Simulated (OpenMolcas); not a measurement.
# GeCNClF (SMILES N#[C][Ge]([F])[Cl]): levels of theory compared

Aim: a comparison of 6 runs (UHF/STO-3G, U-r2SCAN/cc-pVDZ, UPBE0/cc-pVDZ, UB3LYP/6-31G*, ROMP2/cc-pVDZ, ROCCSD(T)/cc-pVDZ) of GeCNClF. 

The results are computed with OpenMolcas 26.06.

**1. Starting point**

GeCNClF has 5 atoms, charge 0, and is taken as a doublet. SMILES: `N#[C][Ge]([F])[Cl]`. The coordinates come from a PBE0-D4/def2-TZVP relaxation.

Bond lengths: N1–C2 1.153 Å, C2–Ge3 1.929 Å, Ge3–F4 1.725 Å, Ge3–Cl5 2.128 Å. Angles: N1–C2–Ge3 173.2°, C2–Ge3–F4 104.9°, C2–Ge3–Cl5 108.6°, F4–Ge3–Cl5 108.1°.

**2. Energy and gradient at UHF/STO-3G (run 1)**

Input file struct.xyz:

```xyz
5

N      1.169800    -1.332900     1.557000
C      0.647700    -0.755000     0.707300
Ge    -0.063200     0.127200    -0.853400
F     -1.722100    -0.343000    -0.913400
Cl     0.017500     2.230100    -0.539000
```

Input file job.input:

```
* CClFGeN Hartree-Fock
&GATEWAY
BASLIB
$CurrDir
COORD
struct.xyz
BASIS
STO-3G
GROUP
NoSym
&SEWARD
&SCF
UHF
SPIN
2
THRESHOLDS
1e-10 1e-07 1e-07 1e-05
PRORBITALS
1 1
&ALASKA
```

The basis set STO-3G is read from a file made from the Basis Set Exchange's data (not shown).

On the command line:

```console
$ export MOLCAS_MEM=1860
$ pymolcas job.input > job.log
```

The log of the run:

```text
--- Start Module: gateway ---
[...]
--- Stop Module: gateway /rc=_RC_ALL_IS_WELL_ ---
[...]
      Basis functions           42
[...]
--- Start Module: scf ---
[...]
       Convergence after  31 Iterations
[...]
::    Total SCF energy                              -2695.5497261394
[...]
      Total spin, S                                     0.5407286541
[...]
      Total electronic charge=   71.000000
      Total            charge=   -0.000000
[...]
      Dipole Moment (debye):
      Origin of the operator (angstrom)=   -0.0820    0.3453   -0.4483
                   X= -1.7962E-01               Y= -9.0821E-01               Z= -3.1185E+00           Total=  3.2530E+00
      Quadrupole Moment (debye*angstrom):
[...]
--- Stop Module: scf /rc=_RC_ALL_IS_WELL_ ---
[...]
--- Start Module: alaska ---
[...]
 *              Molecular gradients               *
 **************************************************
  Irreducible representation: a
 ------------------------------------------------------------------------------------------
                              X                       Y                       Z
 ------------------------------------------------------------------------------------------
  N1               -1.47665545644831E-02    1.78921137407144E-02   -2.74195436149576E-02
  C2                2.54665325482639E-02   -3.56535675639158E-02    5.61333392906898E-02
  GE3               1.62384921416141E-02    3.28687475620573E-02   -2.68003077971422E-02
  F4               -2.74395791411521E-02   -1.00909615877427E-02   -7.90036176523401E-06
  CL5               5.01109015802914E-04   -5.01633215107944E-03   -1.90558751675418E-03
 ------------------------------------------------------------------------------------------
--- Stop Module: alaska /rc=_RC_ALL_IS_WELL_ ---
[...]
```

Wall time 4.8 s (1 thread of AMD EPYC 7R43 (Zen 3), shared host); peak memory 0.38 GiB.

**3. A single-point energy at U-r2SCAN/cc-pVDZ (run 2)**

Input file test.input:

```
&gateway
baslib
$CurrDir
coord
5
angstrom
N        1.169800      -1.332900       1.557000
C        0.647700      -0.755000       0.707300
Ge      -0.063200       0.127200      -0.853400
F       -1.722100      -0.343000      -0.913400
Cl       0.017500       2.230100      -0.539000
basis
cc-pVDZ
group
NoSym
&seward
gridinput
Grid=UltraFine
End of Grid
&scf
uhf
spin
2
ksdft
2
1.0 MGGA_X_R2SCAN
1.0 MGGA_C_R2SCAN
thresholds
1e-10 1e-07 1e-07 1e-05
prorbitals
0
```

The basis set cc-pVDZ is read from a file made from the Basis Set Exchange's data (not shown).

On the command line:

```console
$ export MOLCAS_MEM=1860
$ pymolcas test.input > test.log
```

The log of the run:

```text
--- Start Module: gateway ---
[...]
--- Stop Module: gateway /rc=_RC_ALL_IS_WELL_ ---
--- Start Module: seward ---
[...]
      Basis functions           87
--- Stop Module: seward /rc=_RC_ALL_IS_WELL_ ---
[...]
--- Start Module: scf ---
[...]
       Convergence after  22 Iterations
[...]
::    Total KS-DFT energy                           -2729.7744212556
[...]
      Total spin, S                                     0.5014345721
[...]
      Total electronic charge=   71.000000
      Total            charge=   -0.000000
[...]
      Dipole Moment (debye):
      Origin of the operator (angstrom)=   -0.0820    0.3453   -0.4483
                   X=  3.6452E-01               Y=  7.3845E-01               Z= -2.3331E+00           Total=  2.4742E+00
      Quadrupole Moment (debye*angstrom):
[...]
--- Stop Module: scf /rc=_RC_ALL_IS_WELL_ ---
[...]
```

Wall time 62 s (1 thread of AMD EPYC 7R43 (Zen 3), shared host); peak memory 0.48 GiB.

Run 3 isn't shown in full; the table further down has it.

**4. Energy and gradient at UB3LYP/6-31G(d) (spherical functions) (run 4)**

Input file mol.inp:

```
&GATEWAY
 BasLib
 $CurrDir
 BasisSet
 N.6-31Gs....
 N1 1.169800 -1.332900 1.557000 angstrom
 End of Basis
 BasisSet
 C.6-31Gs....
 C2 0.647700 -0.755000 0.707300 angstrom
 End of Basis
 BasisSet
 Ge.6-31Gs....
 Ge3 -0.063200 0.127200 -0.853400 angstrom
 End of Basis
 BasisSet
 F.6-31Gs....
 F4 -1.722100 -0.343000 -0.913400 angstrom
 End of Basis
 BasisSet
 Cl.6-31Gs....
 Cl5 0.017500 2.230100 -0.539000 angstrom
 End of Basis

&SEWARD
 GridInput
 Grid=UltraFine
 End of Grid

&SCF
 UHF
 Spin
 2
 KSDFT
 B3LYP
 Thresholds
 1e-10 1e-07 1e-07 1e-05
 PrOrbitals
 1 2

&ALASKA
```

The basis set 6-31G* is read from a file made from the Basis Set Exchange's data (not shown).

On the command line:

```console
$ export MOLCAS_MEM=1860
$ pymolcas mol.inp > mol.log
```

The log of the run:

```text
--- Start Module: gateway ---
[...]
--- Stop Module: gateway /rc=_RC_ALL_IS_WELL_ ---
[...]
      Basis functions           92
[...]
--- Start Module: scf ---
[...]
       Convergence after  20 Iterations
[...]
::    Total KS-DFT energy                           -2729.6663489462
[...]
      Total spin, S                                     0.5010183375
[...]
      Total electronic charge=   71.000000
      Total            charge=   -0.000000
[...]
      Dipole Moment (debye):
      Origin of the operator (angstrom)=   -0.0820    0.3453   -0.4483
                   X=  3.1342E-01               Y=  7.1451E-01               Z= -2.3377E+00           Total=  2.4645E+00
      Quadrupole Moment (debye*angstrom):
[...]
--- Stop Module: scf /rc=_RC_ALL_IS_WELL_ ---
[...]
--- Start Module: alaska ---
[...]
 *              Molecular gradients               *
 **************************************************
  Irreducible representation: a
 ------------------------------------------------------------------------------------------
                              X                       Y                       Z
 ------------------------------------------------------------------------------------------
  N1               -1.30326321253733E-02    1.45136030362458E-02   -2.16684682236128E-02
  C2                1.12481365110420E-02   -1.25631866283890E-02    1.80835872431511E-02
  GE3              -7.13257801556466E-03    9.42243568805168E-03    5.48608892345825E-03
  F4                9.74996899889646E-03    3.03308355910836E-03    3.97090587384685E-04
  CL5              -8.32895368940267E-04   -1.44059356548922E-02   -2.29829853037344E-03
 ------------------------------------------------------------------------------------------
--- Stop Module: alaska /rc=_RC_ALL_IS_WELL_ ---
[...]
```

Wall time 54 s (1 thread of AMD EPYC 7R43 (Zen 3), shared host); peak memory 0.5 GiB.

Run 5 isn't shown in full; the table further down has it.

**5. The energy at ROCCSD(T)/cc-pVDZ (run 6)**

Input file test.inp:

```
>>> EXPORT MOLCAS_PRINT=2
&GATEWAY
BasLib=$CurrDir
Coord
5
angstrom
N        1.169800      -1.332900       1.557000
C        0.647700      -0.755000       0.707300
Ge      -0.063200       0.127200      -0.853400
F       -1.722100      -0.343000      -0.913400
Cl       0.017500       2.230100      -0.539000
Basis=cc-pVDZ
Group=NoSym
&SEWARD
&SCF
UHF
Spin=2
Thresholds=1e-10 1e-07 1e-07 1e-05
PrOrbitals=1
&RASSCF
FileOrb=$Project.UnaOrb
Spin=2
Nactel=1 0 0
Inactive=35
Ras2=1
OutOrbitals=Canonical
OrbListing=Nothing
&MOTRA
JobIph
Frozen=17
&CCSDT
CCT
Triples=3
Iterations=80
Accuracy=1e-08
Extrapolation=5 4
```

The basis set cc-pVDZ is read from a file made from the Basis Set Exchange's data (not shown).

On the command line:

```console
$ export MOLCAS_MEM=1860
$ pymolcas test.inp > test.log
```

The log of the run:

```text
--- Start Module: gateway ---
[...]
--- Stop Module: gateway /rc=_RC_ALL_IS_WELL_ ---
[...]
      Basis functions           87
[...]
       Convergence after  27 Iterations
[...]
::    Total SCF energy                              -2726.6464246323
[...]
      Total spin, S                                     0.5041681603
[...]
      Number of active orbitals                  1
[...]
      Spin quantum number                      0.5
[...]
      Active orbitals                            1
[...]
      Number of CSFs                             1
[...]
      Number of root(s) required                 1
[...]
      Convergence after  9 iterations
[...]
      printout of CI-coefficients larger than  0.05 for root  1
      energy=   -2726.644563
      conf/sym  1     Coeff  Weight
             1  u   1.00000 1.00000
      Natural orbitals and occupation numbers for root  1
      sym 1:   1.000000
      ************************************************************************************************************************
      *                                                    Final results                                                     *
[...]
::    RASSCF root number  1 Total energy:  -2726.64456303
[...]
      Total electronic charge=   71.000000
      Total            charge=   -0.000000
[...]
      Dipole Moment (debye):
      Origin of the operator (angstrom)=   -0.0820    0.3453   -0.4483
                   X=  7.9062E-01               Y=  6.7898E-01               Z= -2.8036E+00           Total=  2.9910E+00
      Quadrupole Moment (debye*angstrom):
[...]
--- Start Module: motra ---
[...]
--- Start Module: ccsdt ---
[...]
      Convergence after                    18  Iterations
      Total energy (diff) :   -2727.34882648       0.00000001
[...]
 METHOD                       : CCSD+T(CCSD)+<T3(1)WT1>+<T3(1)UT2> = CCSD(T)
[...]
       CCSD     =     -2727.3488264774892
[...]
```

Wall time 1.8 min (1 thread of AMD EPYC 7R43 (Zen 3), shared host); peak memory 0.47 GiB.

**6. The series**

```tsv
run	level	task	integration grid	energy (Eh)	dipole moment (D)	HOMO energy (eV)	LUMO energy (eV)	wall time
1	UHF/STO-3G	gradient	–	-2695.549726	3.25	-8.58	2.22	4.8 s
2	U-r2SCAN/cc-pVDZ	energy	UltraFine	-2729.774421	2.47	-7.28	-5.35	62 s
3	UPBE0/cc-pVDZ	gradient	UltraFine	-2729.288530	2.52	-8.12	-4.78	59 s
4	UB3LYP/6-31G* (spherical functions)	gradient	UltraFine	-2729.666349	2.46	-7.81	-5.16	54 s
5	ROMP2/cc-pVDZ	energy	–	-2727.332864	–	–	–	26 s
6	ROCCSD(T)/cc-pVDZ	energy	–	-2727.371769	–	–	–	1.8 min
```

**7. Summary of results**

```
             quantity           value
  run 6: total energy  -2727.37177 Eh
run 6: (T) correction      -22.94 mEh
```

Over runs 1, 2, 3, 4 the dipole moment (its size) runs from 2.46 D (UB3LYP/6-31G*) to 3.25 D (UHF/STO-3G). The two ends differ in method and basis. Totals of different functionals can't be ranked against each other. In run 1 the basis is minimal, so the values are rough. All runs together took 5.2 min, the longest 1.8 min.
